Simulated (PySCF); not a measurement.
# [Hf2]+: other functionals and bases at one geometry

How far do other levels of theory move the description of [Hf2]+, and what does each cost? The species was built from a template and needn't be a known compound.

Method: several levels, as the steps say, no spin–orbit coupling; program: PySCF 2.14.0.

3 further runs of the same task are left out: 2 for a known fault of the program, 1 that didn't finish.

**1. Starting geometry**

2 atoms, charge 1, spin multiplicity 2.

Bond lengths: Hf1–Hf2 2.393 Å.

Coordinates:

```xyz
2

Hf    0.00000    0.00000    1.19648
Hf    0.00000    0.00000   -1.19648
```

An earlier session relaxed this geometry at BP86, Hf def2-SVP with ECP60 (doublet, point group D∞h).

At BP86 on the finer grid: E = -95.736207 Eh, HOMO -8.59 eV, LUMO -8.00 eV (over both spins), ⟨S²⟩ = 0.750, Mulliken charge on Hf1 +0.50 e, largest force component 0.003 eV/Å. 

Levels to run: CAM-B3LYP; HF; PBE0; r2SCAN; BP86, TZVP; BP86, x2c-SVP. Hardware: 2 threads of Arm Neoverse V1, shared host.

**2. CAM-B3LYP**

Contents of run.py (the lines that set the calculation):

```python
mol = gto.M(atom='''
Hf     0.00000     0.00000     1.19648
Hf     0.00000     0.00000    -1.19648''',
    basis={'Hf': 'def2-SVP'},
    ecp={'Hf': 'def2-SVP'},
    charge=1, spin=1)
mf = dft.UKS(mol, xc='CAMB3LYP')
mf.grids.atom_grid = (75, 302)
mf = mf.density_fit()  # fitting sets: Hf def2-universal-JKFIT
mf.conv_tol = 1e-08; mf.max_cycle = 55
mf.kernel(dm0)  # dm0: the density of the relaxed state
```

On the command line:

```console
OMP_NUM_THREADS=2 python run.py
```

What it wrote:

```text
init E= -95.4408298071188
  HOMO = -0.368100030813  LUMO = -0.227490177199  gap/eV = 3.82619
cycle= 1 E= -95.443474803258  delta_E= -0.00264  |g|= 0.0181  |ddm|= 0.166
  HOMO = -0.372089621447  LUMO = -0.229932693457  gap/eV = 3.86829
cycle= 2 E= -95.4436494309704  delta_E= -0.000175  |g|= 0.00961  |ddm|= 0.0433
  HOMO = -0.373083429651  LUMO = -0.229857964114  gap/eV = 3.89736
cycle= 3 E= -95.4437010165364  delta_E= -5.16e-05  |g|= 0.0026  |ddm|= 0.0141
  HOMO = -0.372697893774  LUMO = -0.229752576126  gap/eV = 3.88974
cycle= 4 E= -95.4437058492253  delta_E= -4.83e-06  |g|= 0.00205  |ddm|= 0.00719
  HOMO = -0.372829602548  LUMO = -0.229814862845  gap/eV = 3.89163
cycle= 5 E= -95.4437081918037  delta_E= -2.34e-06  |g|= 0.00131  |ddm|= 0.00477
  HOMO = -0.373086033506  LUMO = -0.229925200486  gap/eV = 3.89560
cycle= 6 E= -95.4437097392864  delta_E= -1.55e-06  |g|= 9.88e-05  |ddm|= 0.00258
  HOMO = -0.373111313417  LUMO = -0.229935297155  gap/eV = 3.89602
cycle= 7 E= -95.4437097982361  delta_E= -5.89e-08  |g|= 3.05e-05  |ddm|= 0.000779
  HOMO = -0.373115961805  LUMO = -0.229935387662  gap/eV = 3.89614
cycle= 8 E= -95.4437098061186  delta_E= -7.88e-09  |g|= 6.92e-06  |ddm|= 0.000334
  HOMO = -0.373115579939  LUMO = -0.229935122426  gap/eV = 3.89614
Extra cycle  E= -95.4437098063814  delta_E= -2.63e-10  |g|= 3.9e-06  |ddm|= 3.96e-05
converged SCF energy = -95.4437098063814  <S^2> = 0.75077667  2S+1 = 2.0007765
```

It took 2.5 s on 2 threads of Arm Neoverse V1, shared host.

Read off: E = -95.443710 Eh, HOMO -10.15 eV, LUMO -6.36 eV (over both spins), ⟨S²⟩ = 0.751, Mulliken charge on Hf1 +0.50 e, largest force component 0.883 eV/Å. 

**3. HF**

run.py (the lines that set the calculation): that of step 2 with these lines changed.

```diff
@@ -6,4 +6,3 @@
     charge=1, spin=1)
-mf = dft.UKS(mol, xc='CAMB3LYP')
-mf.grids.atom_grid = (75, 302)
+mf = scf.UHF(mol)
 mf = mf.density_fit()  # fitting sets: Hf def2-universal-JKFIT
```

On the command line:

```console
OMP_NUM_THREADS=2 python run.py
```

What it wrote:

```text
init E= -94.4512963951954
  HOMO = -0.369294747149  LUMO = -0.159896139665  gap/eV = 5.69803
cycle= 1 E= -94.471266206147  delta_E= -0.02  |g|= 0.0389  |ddm|= 0.518
  HOMO = -0.386470202094  LUMO = -0.168366905893  gap/eV = 5.93489
cycle= 2 E= -94.4729959851353  delta_E= -0.00173  |g|= 0.011  |ddm|= 0.108
  HOMO = -0.3870445161  LUMO = -0.168418195878  gap/eV = 5.94913
cycle= 3 E= -94.4733583027699  delta_E= -0.000362  |g|= 0.00532  |ddm|= 0.0476
  HOMO = -0.387768984734  LUMO = -0.169234313555  gap/eV = 5.94663
cycle= 4 E= -94.4734406169452  delta_E= -8.23e-05  |g|= 0.00201  |ddm|= 0.0225
  HOMO = -0.388559439564  LUMO = -0.169624426037  gap/eV = 5.95753
cycle= 5 E= -94.4734524331055  delta_E= -1.18e-05  |g|= 0.00118  |ddm|= 0.00863
  HOMO = -0.388638366868  LUMO = -0.1696917286  gap/eV = 5.95784
cycle= 6 E= -94.4734549602999  delta_E= -2.53e-06  |g|= 0.000947  |ddm|= 0.00456
  HOMO = -0.388608808413  LUMO = -0.169695519308  gap/eV = 5.95693
cycle= 7 E= -94.473456191645  delta_E= -1.23e-06  |g|= 0.000267  |ddm|= 0.00243
  HOMO = -0.388614580152  LUMO = -0.169685529285  gap/eV = 5.95736
cycle= 8 E= -94.4734567284642  delta_E= -5.37e-07  |g|= 0.000119  |ddm|= 0.00228
  HOMO = -0.388600356671  LUMO = -0.169667078841  gap/eV = 5.95748
cycle= 9 E= -94.4734568627512  delta_E= -1.34e-07  |g|= 4.6e-05  |ddm|= 0.00136
  HOMO = -0.388587569993  LUMO = -0.169658277598  gap/eV = 5.95737
cycle= 10 E= -94.473456881909  delta_E= -1.92e-08  |g|= 3.81e-05  |ddm|= 0.000416
  HOMO = -0.388587806934  LUMO = -0.169658247323  gap/eV = 5.95738
cycle= 11 E= -94.4734568857291  delta_E= -3.82e-09  |g|= 3.93e-05  |ddm|= 8.97e-05
  HOMO = -0.388588667573  LUMO = -0.169658294931  gap/eV = 5.95740
Extra cycle  E= -94.4734568952826  delta_E= -9.55e-09  |g|= 4.28e-05  |ddm|= 0.000212
converged SCF energy = -94.4734568952826  <S^2> = 0.75335493  2S+1 = 2.0033521
```

Wall time 1.3 s (2 threads of Arm Neoverse V1, shared host).

Read off: E = -94.473457 Eh, HOMO -10.57 eV, LUMO -4.76 eV (over both spins), ⟨S²⟩ = 0.753, Mulliken charge on Hf1 +0.50 e, largest force component 0.880 eV/Å. 

**4. PBE0**

run.py (the lines that set the calculation): that of step 3 with these lines changed.

```diff
@@ -6,3 +6,4 @@
     charge=1, spin=1)
-mf = scf.UHF(mol)
+mf = dft.UKS(mol, xc='PBE0')
+mf.grids.atom_grid = (75, 302)
 mf = mf.density_fit()  # fitting sets: Hf def2-universal-JKFIT
```

On the command line:

```console
OMP_NUM_THREADS=2 python run.py
```

What it wrote:

```text
init E= -95.5290341653421
  HOMO = -0.336459574463  LUMO = -0.253381701585  gap/eV = 2.26066
cycle= 1 E= -95.5306050715215  delta_E= -0.00157  |g|= 0.0194  |ddm|= 0.182
  HOMO = -0.338586123276  LUMO = -0.255203923332  gap/eV = 2.26895
cycle= 2 E= -95.5306821711464  delta_E= -7.71e-05  |g|= 0.0154  |ddm|= 0.0441
  HOMO = -0.339460030491  LUMO = -0.255023084417  gap/eV = 2.29765
cycle= 3 E= -95.5307904812411  delta_E= -0.000108  |g|= 0.00334  |ddm|= 0.0203
  HOMO = -0.338918740362  LUMO = -0.254795753407  gap/eV = 2.28910
cycle= 4 E= -95.5307790536823  delta_E= 1.14e-05  |g|= 0.0052  |ddm|= 0.012
  HOMO = -0.33879256493  LUMO = -0.254747138634  gap/eV = 2.28699
cycle= 5 E= -95.5307978116654  delta_E= -1.88e-05  |g|= 0.000333  |ddm|= 0.00809
  HOMO = -0.338913632425  LUMO = -0.254806481355  gap/eV = 2.28867
cycle= 6 E= -95.5307979221697  delta_E= -1.11e-07  |g|= 3.46e-05  |ddm|= 0.000963
  HOMO = -0.338905624317  LUMO = -0.254803178181  gap/eV = 2.28854
cycle= 7 E= -95.530797925026  delta_E= -2.86e-09  |g|= 5.99e-06  |ddm|= 0.000193
  HOMO = -0.338905351111  LUMO = -0.254803118235  gap/eV = 2.28854
Extra cycle  E= -95.5307979252005  delta_E= -1.74e-10  |g|= 5.41e-06  |ddm|= 4.6e-05
converged SCF energy = -95.5307979252005  <S^2> = 0.75071754  2S+1 = 2.0007174
```

Wall time 1.8 s (2 threads of Arm Neoverse V1, shared host).

Result: E = -95.530798 Eh, HOMO -9.22 eV, LUMO -7.13 eV (over both spins), ⟨S²⟩ = 0.751, Mulliken charge on Hf1 +0.50 e, largest force component 0.619 eV/Å. 

**5. r2SCAN**

run.py (the lines that set the calculation): that of step 4 with these lines changed.

```diff
@@ -6,3 +6,3 @@
     charge=1, spin=1)
-mf = dft.UKS(mol, xc='PBE0')
+mf = dft.UKS(mol, xc='R2SCAN')
 mf.grids.atom_grid = (75, 302)
```

On the command line:

```console
OMP_NUM_THREADS=2 python run.py
```

What it wrote:

```text
init E= -95.5905647870602
  HOMO = -0.312470436611  LUMO = -0.266481597938  gap/eV = 1.25142
cycle= 1 E= -95.5921085060134  delta_E= -0.00154  |g|= 0.0168  |ddm|= 0.223
  HOMO = -0.314016309236  LUMO = -0.267203783076  gap/eV = 1.27383
cycle= 2 E= -95.5921471263268  delta_E= -3.86e-05  |g|= 0.0156  |ddm|= 0.05
  HOMO = -0.314713162872  LUMO = -0.26792825294  gap/eV = 1.27308
cycle= 3 E= -95.5922357982198  delta_E= -8.87e-05  |g|= 0.00724  |ddm|= 0.0249
  HOMO = -0.314492379123  LUMO = -0.267732649063  gap/eV = 1.27240
cycle= 4 E= -95.5922366590585  delta_E= -8.61e-07  |g|= 0.00716  |ddm|= 0.0211
  HOMO = -0.31417011634  LUMO = -0.267439576515  gap/eV = 1.27160
cycle= 5 E= -95.5922727076815  delta_E= -3.6e-05  |g|= 0.00035  |ddm|= 0.0112
  HOMO = -0.314343983262  LUMO = -0.267569805469  gap/eV = 1.27279
cycle= 6 E= -95.5922729605214  delta_E= -2.53e-07  |g|= 8.07e-05  |ddm|= 0.00224
  HOMO = -0.314324003886  LUMO = -0.267549202756  gap/eV = 1.27281
cycle= 7 E= -95.5922729873923  delta_E= -2.69e-08  |g|= 1.69e-05  |ddm|= 0.000876
  HOMO = -0.314324393543  LUMO = -0.267549175399  gap/eV = 1.27282
cycle= 8 E= -95.5922729881476  delta_E= -7.55e-10  |g|= 2.2e-06  |ddm|= 0.000172
  HOMO = -0.314324916332  LUMO = -0.267549474661  gap/eV = 1.27282
Extra cycle  E= -95.5922729880802  delta_E= 6.73e-11  |g|= 1.08e-05  |ddm|= 2.99e-05
converged SCF energy = -95.5922729880802  <S^2> = 0.75126678  2S+1 = 2.0012664
```

It took 2.6 s on 2 threads of Arm Neoverse V1, shared host.

Read off: E = -95.592273 Eh, HOMO -8.55 eV, LUMO -7.60 eV (over both spins), ⟨S²⟩ = 0.751, Mulliken charge on Hf1 +0.50 e, largest force component 0.264 eV/Å. 

**6. BP86, TZVP**

Basis: Hf def2-TZVP with ECP60. 

Contents of run.py (the lines that set the calculation):

```python
mol = gto.M(atom='''
Hf     0.00000     0.00000     1.19648
Hf     0.00000     0.00000    -1.19648''',
    basis={'Hf': 'def2-TZVP'},
    ecp={'Hf': 'def2-TZVP'},
    charge=1, spin=1)
mf = dft.UKS(mol, xc='B88,P86')
mf.grids.atom_grid = (75, 302)
mf = mf.density_fit()  # fitting sets: Hf def2-universal-JKFIT
mf.conv_tol = 1e-08; mf.max_cycle = 55
mf.kernel(dm0)  # dm0: free metal ions and neutral atoms
```

On the command line:

```console
OMP_NUM_THREADS=2 python run.py
```

What it wrote:

```text
init E= -94.2473353207783
  HOMO = -0.50749826194  LUMO = -0.500395031348  gap/eV = 0.19329
cycle= 1 E= -95.3415530525889  delta_E= -1.09  |g|= 0.767  |ddm|= 2.08
  HOMO = -0.131107638258  LUMO = -0.127002934237  gap/eV = 0.11169
cycle= 2 E= -94.2413829993166  delta_E=  1.1  |g|= 1.39  |ddm|= 3.03
  HOMO = -0.319046920084  LUMO = -0.304855756409  gap/eV = 0.38616
cycle= 3 E= -95.7152736309461  delta_E= -1.47  |g|= 0.125  |ddm|= 2.54
  HOMO = -0.321572797357  LUMO = -0.31139815275  gap/eV = 0.27687
cycle= 4 E= -95.726110835196  delta_E= -0.0108  |g|= 0.152  |ddm|= 0.892
  HOMO = -0.304400322063  LUMO = -0.289073489558  gap/eV = 0.41706
cycle= 5 E= -95.7499653384246  delta_E= -0.0239  |g|= 0.0437  |ddm|= 0.29
  HOMO = -0.309228995208  LUMO = -0.285239563785  gap/eV = 0.65279
cycle= 6 E= -95.7523292169077  delta_E= -0.00236  |g|= 0.023  |ddm|= 0.0867
  HOMO = -0.315020054212  LUMO = -0.285542948844  gap/eV = 0.80211
cycle= 7 E= -95.7532578822695  delta_E= -0.000929  |g|= 0.0029  |ddm|= 0.0871
  HOMO = -0.314762030364  LUMO = -0.285284642465  gap/eV = 0.80212
cycle= 8 E= -95.7532766182841  delta_E= -1.87e-05  |g|= 0.000475  |ddm|= 0.0142
  HOMO = -0.314688031555  LUMO = -0.285184096823  gap/eV = 0.80284
cycle= 9 E= -95.7532771397875  delta_E= -5.22e-07  |g|= 0.000166  |ddm|= 0.00281
  HOMO = -0.314715100452  LUMO = -0.285175710167  gap/eV = 0.80381
cycle= 10 E= -95.753277196155  delta_E= -5.64e-08  |g|= 3.66e-05  |ddm|= 0.000896
  HOMO = -0.314722518876  LUMO = -0.285169461843  gap/eV = 0.80418
...
cycle= 4 E= -95.7532257488474  delta_E= -0.000242  |g|= 0.00527  |ddm|= 0.029
  HOMO = -0.314729138754  LUMO = -0.185281715893  gap/eV = 3.52244
cycle= 5 E= -95.7532100167866  delta_E= 1.57e-05  |g|= 0.00923  |ddm|= 0.0178
  HOMO = -0.31464439902  LUMO = -0.185203002813  gap/eV = 3.52228
cycle= 6 E= -95.7532663921578  delta_E= -5.64e-05  |g|= 0.00262  |ddm|= 0.00934
  HOMO = -0.314638165408  LUMO = -0.185151379202  gap/eV = 3.52351
cycle= 7 E= -95.7532750653005  delta_E= -8.67e-06  |g|= 0.000491  |ddm|= 0.00576
  HOMO = -0.314669380555  LUMO = -0.18516378925  gap/eV = 3.52403
cycle= 8 E= -95.7532764761187  delta_E= -1.41e-06  |g|= 0.000281  |ddm|= 0.00258
  HOMO = -0.314707776088  LUMO = -0.1851733453  gap/eV = 3.52481
cycle= 9 E= -95.7532769909539  delta_E= -5.15e-07  |g|= 0.000137  |ddm|= 0.00174
  HOMO = -0.314716973253  LUMO = -0.185172556842  gap/eV = 3.52508
cycle= 10 E= -95.7532771400884  delta_E= -1.49e-07  |g|= 7.29e-05  |ddm|= 0.000889
  HOMO = -0.314719870999  LUMO = -0.185167832116  gap/eV = 3.52529
cycle= 11 E= -95.7532771849058  delta_E= -4.48e-08  |g|= 4.32e-05  |ddm|= 0.00052
  HOMO = -0.314719025557  LUMO = -0.185166564384  gap/eV = 3.52530
cycle= 12 E= -95.7532771971115  delta_E= -1.22e-08  |g|= 2.06e-05  |ddm|= 0.000253
  HOMO = -0.314719637333  LUMO = -0.185166685585  gap/eV = 3.52532
cycle= 13 E= -95.7532772003784  delta_E= -3.27e-09  |g|= 1.08e-05  |ddm|= 0.000129
  HOMO = -0.314718635724  LUMO = -0.285167257989  gap/eV = 0.80413
Extra cycle  E= -95.7532772015004  delta_E= -1.12e-09  |g|= 3.03e-05  |ddm|= 0.00022
converged SCF energy = -95.7532772015004  <S^2> = 0.75037281  2S+1 = 2.0003728
```

Run time: 10 s. Hardware: 2 threads of Arm Neoverse V1, shared host.

It gives: E = -95.753277 Eh, HOMO -8.56 eV, LUMO -7.99 eV (over both spins), ⟨S²⟩ = 0.750, Mulliken charge on Hf1 +0.50 e, largest force component 0.147 eV/Å. 

**7. BP86, x2c-SVP**

Basis: Hf x2c-SVPall. All electrons are treated, with the spin-free X2C Hamiltonian.

Contents of run.py (the lines that set the calculation):

```python
mol = gto.M(atom='''
Hf     0.00000     0.00000     1.19648
Hf     0.00000     0.00000    -1.19648''',
    basis={'Hf': 'x2c-SVPall'},
    nucmod='G',
    charge=1, spin=1)
mf = dft.UKS(mol, xc='B88,P86')
mf.grids.atom_grid = (99, 590)
mf = mf.density_fit()  # fitting sets: Hf AutoAux
mf = mf.sfx2c1e()
mf.conv_tol = 1e-08; mf.max_cycle = 55
mf.kernel(dm0)  # dm0: free metal ions and neutral atoms
```

On the command line:

```console
OMP_NUM_THREADS=2 python run.py
```

What it wrote:

```text
init E= -30030.8500106345
  HOMO = -0.550032990596  LUMO = -0.54868769627  gap/eV = 0.03661
cycle= 1 E= -30158.5706533006  delta_E= -128  |g|= 2.26  |ddm|= 2.73
  HOMO = -0.103541362538  LUMO = -0.0959438219324  gap/eV = 0.20674
cycle= 2 E= -30070.7037984856  delta_E= 87.9  |g|= 19.9  |ddm|= 6.34
  HOMO = -0.311626119263  LUMO = -0.292461473163  gap/eV = 0.52150
cycle= 3 E= -30159.3420349779  delta_E= -88.6  |g|= 0.439  |ddm|=  7.1
  HOMO = -0.388871333054  LUMO = -0.377129531736  gap/eV = 0.31951
cycle= 4 E= -30159.3103439212  delta_E= 0.0317  |g|= 0.513  |ddm|= 5.26
  HOMO = -0.324270386769  LUMO = -0.309083073842  gap/eV = 0.41327
cycle= 5 E= -30159.4366582123  delta_E= -0.126  |g|= 0.0451  |ddm|= 0.978
  HOMO = -0.311559817601  LUMO = -0.290681834914  gap/eV = 0.56812
cycle= 6 E= -30159.4389593449  delta_E= -0.0023  |g|= 0.024  |ddm|= 0.219
  HOMO = -0.321652413217  LUMO = -0.295852677472  gap/eV = 0.70205
cycle= 7 E= -30159.4393527431  delta_E= -0.000393  |g|= 0.00472  |ddm|= 0.0605
  HOMO = -0.322015741357  LUMO = -0.296356500457  gap/eV = 0.69822
cycle= 8 E= -30159.439377029  delta_E= -2.43e-05  |g|= 0.000909  |ddm|= 0.0199
  HOMO = -0.322076906552  LUMO = -0.296403437369  gap/eV = 0.69861
cycle= 9 E= -30159.4393773413  delta_E= -3.12e-07  |g|= 0.000385  |ddm|= 0.00251
  HOMO = -0.322081374307  LUMO = -0.296403639278  gap/eV = 0.69873
cycle= 10 E= -30159.439376623  delta_E= 7.18e-07  |g|= 0.00111  |ddm|= 0.0033
  HOMO = -0.322086804104  LUMO = -0.296403590909  gap/eV = 0.69888
cycle= 11 E= -30159.4393774416  delta_E= -8.19e-07  |g|= 2.55e-05  |ddm|= 0.00251
  HOMO = -0.322086294933  LUMO = -0.296402038416  gap/eV = 0.69890
cycle= 12 E= -30159.4393774423  delta_E= -6.22e-10  |g|= 3.24e-06  |ddm|= 0.000142
  HOMO = -0.322086315456  LUMO = -0.29640144048  gap/eV = 0.69892
Extra cycle  E= -30159.4393774423  delta_E= -1.46e-11  |g|= 2.92e-06  |ddm|= 3.96e-05
converged SCF energy = -30159.4393774423  <S^2> = 0.75027948  2S+1 = 2.0002795
```

Run time: 46 s. Hardware: 2 threads of Arm Neoverse V1, shared host.

Read off: E = -30159.439377 Eh, HOMO -8.76 eV, LUMO -8.30 eV (over both spins), ⟨S²⟩ = 0.750, Mulliken charge on Hf1 +0.50 e, largest force component 0.852 eV/Å. 

**8. Results**

| level | state | HOMO (eV) | gap (eV) | charge on Hf1 (e) | dipole (D) | largest force (eV/Å) | basis functions | time |
| --- | --- | --- | --- | --- | --- | --- | --- | --- |
| BP86 (relaxed here) | doublet | -8.59 | 0.58 | 0.50 | 0.00 | 0.00 | 64 | 8.3 s |
| CAM-B3LYP | doublet | -10.15 | 3.80 | 0.50 | 0.00 | 0.88 | 64 | 2.5 s |
| HF | doublet | -10.57 | 5.81 | 0.50 | 0.00 | 0.88 | 64 | 1.3 s |
| PBE0 | doublet | -9.22 | 2.09 | 0.50 | 0.00 | 0.62 | 64 | 1.8 s |
| r2SCAN | doublet | -8.55 | 0.96 | 0.50 | 0.00 | 0.26 | 64 | 2.6 s |
| BP86, TZVP | doublet | -8.56 | 0.57 | 0.50 | 0.00 | 0.15 | 80 | 10 s |
| BP86, x2c-SVP | doublet | -8.76 | 0.46 | 0.50 | 0.00 | 0.85 | 132 | 46 s |

Times are on 2 threads of Arm Neoverse V1, shared host; the first row also made further properties. The dipole of a charged species depends on the origin, so these sizes hold for this origin alone.

In one basis the HOMO–LUMO gap runs from 0.58 eV (BP86) to 5.81 eV (HF). The largest leftover force, 0.88 eV/Å with CAM-B3LYP, stands at a geometry relaxed at another level. Total energies of different levels can't be compared. Spin–orbit coupling is left out throughout.
